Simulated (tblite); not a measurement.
# C2H13GeNSi3: the cost of one run

Programs: tblite 0.8.0 and PySCF 2.14.0, with density-fitted response routines of our own. Each step states its level of theory. These are calculated values for one molecule in the gas phase, unless marked as measured. Atoms count from 0, in the outputs and in this text.

## Step 1: The starting structure

20 atoms, charge 0, multiplicity 1; geometry from: force field or distance geometry start.

Bonds of the start (Å): C0–C1 1.33, C1–Si2 1.83, Si2–Ge3 2.31, Ge3–Si4 2.32, Si4–N5 1.78, N5–Si6 1.79, C0–H7 1.09, C0–H8 1.09, C1–H9 1.09, Si2–H10 1.47, Si2–H11 1.48, Ge3–H12 1.53, Ge3–H13 1.55, Si4–H14 1.47, Si4–H15 1.47, N5–H16 1.05, Si6–H17 1.47, Si6–H18 1.48, Si6–H19 1.47.

## Step 2: Geometry optimisation with GFN2-xTB

The job: settings as JSON, then the geometry in Å.

```
{"job": {"kind": "relax", "xc": "GFN2-xTB", "basis": "xTB"}, "charge": 0, "multiplicity": 1}
C     -2.079800    -0.565900     1.300200
C     -1.906000    -1.289400     0.192500
Si    -1.877200    -0.517300    -1.468100
Ge    -0.172400     1.040300    -1.586100
Si     1.810000    -0.035600    -1.036200
N      1.619900    -0.936600     0.491200
Si     1.631200     0.253700     1.832300
H     -2.230200     0.515700     1.245600
H     -2.082900    -1.042900     2.276900
H     -1.754600    -2.366400     0.288600
H     -1.669900    -1.552800    -2.491500
H     -3.175400     0.154000    -1.714100
H     -0.087400     1.627800    -2.996300
H     -0.437800     2.163700    -0.556700
H      2.128400    -0.976200    -2.115800
H      2.898800     0.949800    -0.926600
H      2.485500    -1.514900     0.609800
H      0.483400     1.157100     1.705300
H      1.522600    -0.462900     3.121100
H      2.888500     1.022900     1.825000
```

Launch:

```bash
OMP_NUM_THREADS=1 python probes_run.py task.json out
```

This one command runs all jobs of the session in turn.

Q: Estimate the wall time of this first job on 1 thread of Arm Neoverse N1, shared host.

About 4.7 s.
